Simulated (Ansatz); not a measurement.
# Br: the cost of one run

Program: Ansatz 0.2.0. Level of theory: DFT r2SCAN, scalar-relativistic, plane waves, PAW. These are calculated values, not measurements.

## 1. The structure to begin with

The structure is cubic, space group Pm-3m (No. 221). Conventional cell: a = 3.213 Å, b = 3.213 Å, c = 3.213 Å, α = 90.00°, β = 90.00°, γ = 90.00°. Around Br (site symmetry m-3m) lie 6 Br at 3.21 Å.

Coordinates:

```cif
data_structure
_symmetry_space_group_name_H-M 'Pm-3m'
_symmetry_Int_Tables_number 221
_cell_length_a 3.2129
_cell_length_b 3.2129
_cell_length_c 3.2129
_cell_angle_alpha 90.000
_cell_angle_beta 90.000
_cell_angle_gamma 90.000
_cell_volume 33.17
loop_
_atom_site_label
_atom_site_type_symbol
_atom_site_symmetry_multiplicity
_atom_site_Wyckoff_symbol
_atom_site_fract_x
_atom_site_fract_y
_atom_site_fract_z
_atom_site_occupancy
Br1 Br 1 a 0.00000 0.00000 0.00000 1
```

This is candidate A: simple cubic type (Pm-3m, No. 221).

(A quick probe on a coarse mesh, which set the mesh and smearing, is not shown.)

## 3. The relaxation (candidate A)

The input, input.yaml:

```yaml
crystal:
  lattice:
    - [3.2129170452, 0.0, 0.0]
    - [0.0, 3.2129170452, 0.0]
    - [0.0, 0.0, 3.2129170452]
  atoms:
    - { symbol: Br, position: [0.0, 0.0, 0.0] }
basis:
  ecutwfc: 500
kpoints:
  mp_grid: { grid: [14, 14, 14] }
hamiltonian:
  xc: r2scan
scf:
  occupations: { method: gaussian, width: 0.1 }
output:
  forces: true
  stress: true
  eigenvalues: true
relax:
  adjacent_minimum: "off"
  f_tol: 0.01
  max_steps: 80
  cell: { stress_tol: 0.05 }
```

Q: Estimate wall time and peak memory on 1 thread of an Arm CPU, shared host.

About 22 s, with a peak of 0.37 GiB.
